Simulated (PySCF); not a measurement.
# A diatomic session: LiZn+

An exercise on one series of results from a longer session: the logs are not shown, and one member is left open.

Program: PySCF 2.14.0. Level of theory: Li x2c-SVPall, Zn x2c-SVPall, spin-free X2C with a Gaussian nucleus. These are calculated values, not measurements.

The first run:

The job is set up so:

* atoms: Li, Zn
* charge: 1
* basis: Li x2c-SVPall, Zn x2c-SVPall
* Hamiltonian: spin-free X2C with a Gaussian nucleus
* basis functions: 45
* electrons treated: 32
* masses in u: 7.0160, 63.9291
* levels: PBE0, PBE, r²SCAN, BP86, r²SCAN0, PBEsol, HSE06, HF, MP2, SCS-MP2, CCSD, CCSD(T)
* grid: 80 radial by 434 angular points
* occupations: held fixed by the projection of orbital angular momentum
* dissociation limit: Li+ + Zn, each in its ground configuration
* starting distance in angstrom: 2.575
* values of 2S to try: 0, 2

Steps of the session up to this table: The job; The PBE0 curve of the state that the search chose; Excited determinants; PBE (GGA); r²SCAN; BP86 (GGA); r²SCAN0 (hybrid meta-GGA); PBEsol (GGA); HSE06 (range-separated hybrid); RHF (mean field); Adding correlation.

One table of the session follows, with a row left open; its other results are not shown here.

Energy (eV) from each level's lowest point:

| R (Å) | RHF | RHF-MP2 | RHF-SCS-MP2 | RHF-CCSD | RHF-CCSD(T) |
| --- | --- | --- | --- | --- | --- |
| 2.298 | 0.273 | 0.181 | 0.189 | n/a | n/a |
| 2.405 | 0.146 | 0.082 | 0.088 | 0.091 | 0.088 |
| 2.512 | 0.066 | 0.027 | 0.030 | 0.032 | 0.030 |
| 2.592 | 0.029 | 0.006 | 0.008 | 0.009 | 0.008 |
| 2.672 | 0.008 | 0.000 | 0.000 | 0.000 | 0.000 |
| 2.752 | 0.000 | 0.004 | 0.003 | 0.002 | 0.003 |
| 2.859 | ? | ? | ? | ? | ? |
| 2.993 | 0.025 | 0.056 | 0.052 | 0.051 | 0.052 |
| 3.153 | 0.067 | 0.109 | 0.103 | 0.103 | 0.105 |
| 3.367 | 0.135 | 0.187 | 0.180 | n/a | n/a |

Q: Estimate the row for R (Å) = 2.859 from the others.

Worked estimate for «RHF». A straight line through the neighbours (2.752, 0.000) and (2.993, 0.025) gives 0.000 + (0.025 − 0.000) × (2.859 − 2.752) / (2.993 − 2.752) = 0.011; a parabola fitted to 4 rows on both sides gives 0.005.

**Answer.** RHF: 0.004; RHF-MP2: 0.021; RHF-SCS-MP2: 0.018; RHF-CCSD: 0.017; RHF-CCSD(T): 0.019. In «RHF» the line misses by +0.007 and the parabola by +0.001.

State 2 has its PBE0 minimum 3.33 eV higher. The other levels ran on the lowest alone.
